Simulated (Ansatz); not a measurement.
# C2H4FGa: ladder of methods at one geometry from a Python script

All numbers are computed with Ansatz 0.2.0, driven from Python. The levels of theory stand in the script.

## Step 1: The structure

Bond lengths: F1–C2 1.398 Å, C2–C3 1.497 Å, C2–Ga4 1.888 Å, C3–Ga4 1.742 Å, C2–H5 1.100 Å, C3–H6 1.120 Å, C3–H7 1.146 Å, Ga4–H8 1.574 Å. Angles (14 of 15 angles, heavy atoms first): F1–C2–C3 108.9°, F1–C2–Ga4 151.0°, C3–C2–Ga4 60.7°, C2–C3–Ga4 70.8°, C2–Ga4–C3 48.5°, F1–C2–H5 111.9°, C3–C2–H5 109.8°, Ga4–C2–H5 97.0°, C2–C3–H6 109.7°, C2–C3–H7 110.8°, Ga4–C3–H6 92.2°, Ga4–C3–H7 160.0°, C2–Ga4–H8 110.8°, C3–Ga4–H8 81.7°.

No structure file is read: the coordinates are typed or built in the script.

## Step 2: The code

Input file run_methods.py:

```python
"""One geometry of C2H4FGa, method by method."""

import warnings

import ansatz as az
from ase import Atoms


def main() -> None:
    warnings.simplefilter("ignore", az.DeckWarning)

    atoms = Atoms(["F", "C", "C", "Ga", "H", "H", "H", "H"], positions=[
        (1.1313, 1.18, -1.246),
        (0.006, 0.4788, -0.8028),
        (0.3432, -0.2165, 0.4793),
        (-0.8666, -1.1384, -0.3708),
        (-0.8584, 1.1423, -0.6511),
        (1.1281, -0.9932, 0.2918),
        (0.8112, 0.5142, 1.2275),
        (-1.6027, -1.0244, 1.0163),
    ])
    molecule = az.Crystal.molecule_from_ase(atoms)

    calculation = molecule.calculation().basis(gaussian="def2-SVP")

    methods = ["mp2", "ccsd", "ccsd_t"]
    reports = [calculation.correlation(m).run(threads=1).report for m in methods]
    print(f"Hartree-Fock reference {reports[0]['reference_energy_ev'] / 27.211386246:.6f} Ha")
    best = reports[-1]["free_energy_ev"] - reports[-1]["reference_energy_ev"]
    for method, each in zip(methods, reports):
        gained = each["free_energy_ev"] - each["reference_energy_ev"]
        print(f"{method:8s} total {each['free_energy_ev'] / 27.211386246:.6f} Ha  correlation {gained:9.4f} eV  ({100 * gained / best:.1f} % of the last)")


if __name__ == "__main__":
    main()
```

## Step 3: What the engine is handed

The engine receives this input (first run):

```yaml
crystal:
  periodic: [false, false, false]
  atoms:
    - { symbol: F, position_ang: [1.1313, 1.18, -1.246] }
    - { symbol: C, position_ang: [0.006, 0.4788, -0.8028] }
    - { symbol: C, position_ang: [0.3432, -0.2165, 0.4793] }
    - { symbol: Ga, position_ang: [-0.8666, -1.1384, -0.3708] }
    - { symbol: H, position_ang: [-0.8584, 1.1423, -0.6511] }
    - { symbol: H, position_ang: [1.1281, -0.9932, 0.2918] }
    - { symbol: H, position_ang: [0.8112, 0.5142, 1.2275] }
    - { symbol: H, position_ang: [-1.6027, -1.0244, 1.0163] }
basis:
  gaussian:
    orbitals: def2-SVP
correlation:
  method: mp2
```

## Step 4: The run

On the command line:

```
$ python run_methods.py
```

What time and memory should one allow on 1 thread of Arm Neoverse V2, shared host?

About 23 s, with a peak of 0.43 GiB.
